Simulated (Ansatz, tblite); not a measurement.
# In(py)Cl3 (C5H5Cl3InN): one state, many levels

The task here is to estimate one member of a computed series from the others.

The runs use Ansatz 0.2.0, Gaussian basis; as each input shows.

Plan: GFN1-xTB, GFN2-xTB, PBE-D4/def2-TZVP, r2SCAN-D4/def2-TZVP, r2SCAN0-D4/def2-TZVP, revPBE-D4/def2-TZVP, PBE-D4/def2-SVP, PBE0-D4/def2-SVP, MP2/def2-SVP.

3 further runs of the same task are left out: 3 set aside as unsound or not needed.

## The structure

The singlet was relaxed beforehand with PBE-D4/def2-SVP.

15 atoms, charge 0, spin multiplicity 1.

Bond lengths: In1–N2 2.299 Å, In1–Cl13 2.379 Å, In1–Cl14 2.368 Å, In1–Cl15 2.378 Å, N2–C3 1.349 Å, N2–C7 1.349 Å, C3–C4 1.399 Å, C3–H8 1.103 Å, C4–C5 1.403 Å, C4–H9 1.099 Å, C5–C6 1.403 Å, C5–H10 1.101 Å, C6–C7 1.399 Å, C6–H11 1.099 Å, C7–H12 1.103 Å. Angles: N2–In1–Cl13 96.8°, N2–In1–Cl14 104.1°, N2–In1–Cl15 96.8°, Cl13–In1–Cl14 115.9°, Cl13–In1–Cl15 120.8°, Cl14–In1–Cl15 115.9°, In1–N2–C3 119.8°, In1–N2–C7 119.7°, C3–N2–C7 120.4°, N2–C3–C4 121.4°, N2–C3–H8 115.9°, C4–C3–H8 122.7°, C3–C4–C5 118.8°, C3–C4–H9 119.7°, C5–C4–H9 121.5°, C4–C5–C6 119.2°, C4–C5–H10 120.4°, C6–C5–H10 120.4° and more.

In takes a core potential in the def2 sets. No spin-orbit coupling is included.

PBE0-D4/def2-TZVP was run before; its log isn't repeated, and its numbers join the tables.

The first run:

Tight binding, by tblite at 300 K electronic temperature and without a spin-polarisation term:

```python
tblite.interface.Calculator('GFN1-xTB', numbers, positions, charge=0, uhf=0).singlepoint()
```

Tight binding, by tblite at 300 K electronic temperature and without a spin-polarisation term:

```python
tblite.interface.Calculator('GFN2-xTB', numbers, positions, charge=0, uhf=0).singlepoint()
```

start.molden holds the orbitals of an earlier run on this state, given as this run's starting guess.

File in.yaml:

```yaml
crystal:
  periodic: [false, false, false]
  atoms:
    - {symbol: In, position_ang: [-0.011485, 0.030254, -2.769590]}
    - {symbol: N, position_ang: [0.009299, -0.014183, -0.471593]}
    - {symbol: C, position_ang: [1.038442, 0.540674, 0.200826]}
    - {symbol: C, position_ang: [1.063263, 0.571418, 1.599109]}
    - {symbol: C, position_ang: [-0.007463, 0.004837, 2.306544]}
    - {symbol: C, position_ang: [-1.063363, -0.583010, 1.594240]}
    - {symbol: C, position_ang: [-1.018867, -0.576485, 0.196131]}
    - {symbol: H, position_ang: [1.856839, 0.943712, -0.418582]}
    - {symbol: H, position_ang: [1.915514, 1.030944, 2.119416]}
    - {symbol: H, position_ang: [-0.015932, 0.015572, 3.407053]}
    - {symbol: H, position_ang: [-1.914896, -1.048201, 2.110746]}
    - {symbol: H, position_ang: [-1.800396, -1.042627, -0.426474]}
    - {symbol: Cl, position_ang: [2.347987, 0.037913, -3.071343]}
    - {symbol: Cl, position_ang: [-1.126799, 2.051859, -3.297717]}
    - {symbol: Cl, position_ang: [-1.272133, -1.962677, -3.078756]}
basis:
  gaussian: {orbitals: def2-TZVP, initial_orbitals: start.molden}
hamiltonian: {xc: pbe, dispersion: d4}
scf: {omitted_lower_state_checks: [starts]}
output: {orbitals: {seedname: orbitals}}
```

Launch:

```
$ ansatz run in.yaml --threads 4 --pin off --events-out ev --progress --plain --max-ram 6963MiB
```

Among the steps run: PBE-D4/def2-TZVP; r2SCAN-D4/def2-TZVP; r2SCAN0-D4/def2-TZVP; revPBE-D4/def2-TZVP; PBE-D4/def2-SVP; PBE0-D4/def2-SVP; MP2/def2-SVP.

One of the session's tables, all rows but one given; the rest of the session is left out.

It belongs to the step «Binding energy». 

```
               level  binding an atom (eV)
         HF/def2-SVP                 3.221
     PBE-D4/def2-SVP                 4.577
    PBE-D4/def2-TZVP                     ?
 revPBE-D4/def2-TZVP                 4.390
 r2SCAN-D4/def2-TZVP                 4.391
    PBE0-D4/def2-SVP                 4.477
   PBE0-D4/def2-TZVP                 4.419
r2SCAN0-D4/def2-TZVP                 4.307
        MP2/def2-SVP                 4.288
```

Q: Estimate the row for PBE-D4/def2-TZVP from the others.

**Answer.** binding an atom (eV): 4.516. In the column «binding an atom (eV)» it lies between PBE0-D4/def2-SVP (4.477) and PBE-D4/def2-SVP (4.577).

Caveats from the session: Free atoms were run apart at each level; binding is atoms less cluster, divided by the number of atoms, without zero-point or spin-orbit terms.
